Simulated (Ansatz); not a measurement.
# Ni (fcc type): the cost of one run

Computed with Ansatz 0.2.0 (DFT, LDA, all-electron LAPW, scalar-relativistic, unless a step's input says otherwise).

### 1 The starting structure

The structure is cubic, space group Fm-3m (No. 225). Conventional cell: a = 3.425 Å, b = 3.425 Å, c = 3.425 Å, α = 90.00°, β = 90.00°, γ = 90.00°. Around Ni (site symmetry m-3m) lie 12 Ni at 2.42 Å.

Coordinates:

```
Ni
1.0
     0.00000    1.71250   -1.71250
    -1.71250    0.00000    1.71250
     3.42499    3.42499    3.42499
Ni
3
Direct
  0.00000 0.00000 0.00000
  0.33333 0.66667 0.33333
  0.66667 0.33333 0.66667
```

Atoms are numbered in the order of the input: Ni1, Ni2, Ni3.

### 2 Bulk in the slab's orientation, LAPW

input.yaml reads:

```yaml
crystal:
  lattice:
    - [0.0, 1.7124962518, -1.7124962518]
    - [-1.7124962518, 0.0, 1.7124962518]
    - [3.4249925035, 3.4249925035, 3.4249925035]
  atoms:
    - { symbol: Ni, position: [0.0, 0.0, 0.0], spin: 1.0 }
    - { symbol: Ni, position: [0.333333333, 0.666666667, 0.333333333], spin: 1.0 }
    - { symbol: Ni, position: [0.666666667, 0.333333333, 0.666666667], spin: 1.0 }
magnetization:
  spin_polarized: true
kpoints:
  mp_grid: { grid: [15, 15, 6] }
scf:
  occupations: { method: fermi_dirac, width: 0.1 }
hamiltonian:
  xc: lda
  pseudopotentials: { kind: all_electron, lapw: { basis_error: 0.001 } }
output:
  forces: true
  stress: true
  eigenvalues: true
```

Command:

```
ansatz run input.yaml --threads 3 --pin off --max-ram 9216MiB --backend cpu --events-out ev --progress --plain --runs-dir out
```

**Question.** How long does this run take on 3 threads of Arm Neoverse V2, shared host, and how much memory does it need?

About 42 s, with a peak of 1.2 GiB.
